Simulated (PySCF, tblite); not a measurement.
# C₆H₅O₃ radical: geometry, infrared bands and EPR parameters

Aim: predict the infrared bands and EPR parameters of C₆H₅O₃ radical (`COc1occc1[C]=O`).

The runs use tblite 0.8.0 and PySCF 2.14.0, with density-fitted response routines of our own; the level of theory stands in each step. All values are computed, except where a source is named. Atoms are numbered from 0 throughout.

## Step 1: The starting structure

14 atoms, charge 0, multiplicity 2; geometry from: force field or distance geometry start.

Bonds of the start (Å): C0–O1 1.44, O1–C2 1.32, C2–O3 1.35, O3–C4 1.36, C4–C5 1.38, C5–C6 1.42, C6–C7 1.42, C7–O8 1.17, C6–C2 1.39, C0–H9 1.10, C0–H10 1.09, C0–H11 1.09, C4–H12 1.08, C5–H13 1.07.

## Step 2: Geometry optimisation with GFN2-xTB

What the job is given:

```
{"job": {"kind": "relax", "xc": "GFN2-xTB", "basis": "xTB"}, "charge": 0, "multiplicity": 2}
C      2.453400    -0.113100    -0.024500
O      1.325900     0.778300    -0.071800
C      0.135900     0.201900    -0.011800
O      0.072500    -1.149200     0.055900
C     -1.241900    -1.504100     0.107100
C     -2.040900    -0.381600     0.041200
C     -1.148400     0.725100    -0.034100
C     -1.472300     2.108400    -0.102500
O     -1.772400     3.236800    -0.168100
H      2.457500    -0.680800     0.916300
H      3.353500     0.491200    -0.070800
H      2.437200    -0.787200    -0.885500
H     -1.447700    -2.561800     0.173600
H     -3.112900    -0.364300     0.052600
```

Launch:

```sh
OMP_NUM_THREADS=1 python probes_run.py task.json out
```

The driver reads the jobs from task.json and runs them one after another.

**Question.** This job is followed by: GFN2-xTB harmonic vibrations, gas phase; UKS B3LYP, pcH-1 on C H O, non-relativistic, mean-field spin-orbit, GIAO. What will the session give for the following? strongest single infrared mode (GFN2-xTB); zero-point energy (GFN2-xTB); g(iso) (B3LYP); ⟨S²⟩; largest a(iso) (averaged by class); potential on the surface of density 0.002 e/bohr³, 1st and 99th percentile.

The runs gave:

| quantity | value |
| --- | --- |
| strongest single infrared mode (GFN2-xTB) | 2124 cm⁻¹, 892 km/mol |
| zero-point energy (GFN2-xTB) | 59.7 kcal/mol |
| g(iso) (B3LYP) | 1.99746 |
| ⟨S²⟩ | 0.769 (exact 0.75) |
| largest a(iso) (averaged by class) | 13C on C7, 110.2 MHz |
| potential on the surface of density 0.002 e/bohr³, 1st and 99th percentile | -1.24 V and 1.33 V |

In words: The optimisation took 57 steps and gained 0.252 eV; among the close pairs (by a distance rule), C6–C7 changed most, from 1.422 to 1.350 Å. All 36 modes are real, so the xTB geometry is a minimum. The strongest single mode, at 2124 cm⁻¹, moves mainly C7. GFN2-xTB is a fitted tight-binding method: band positions and strengths are rough. Its intensities can rank the bands wrongly. The largest spin populations lie on C7 (0.49 e), C2 (0.41 e). The isotropic g lies 4.9 ppt below the free-electron value. The conformer search found further structures of the same energy, which may be mirror or relabelled copies of this one.
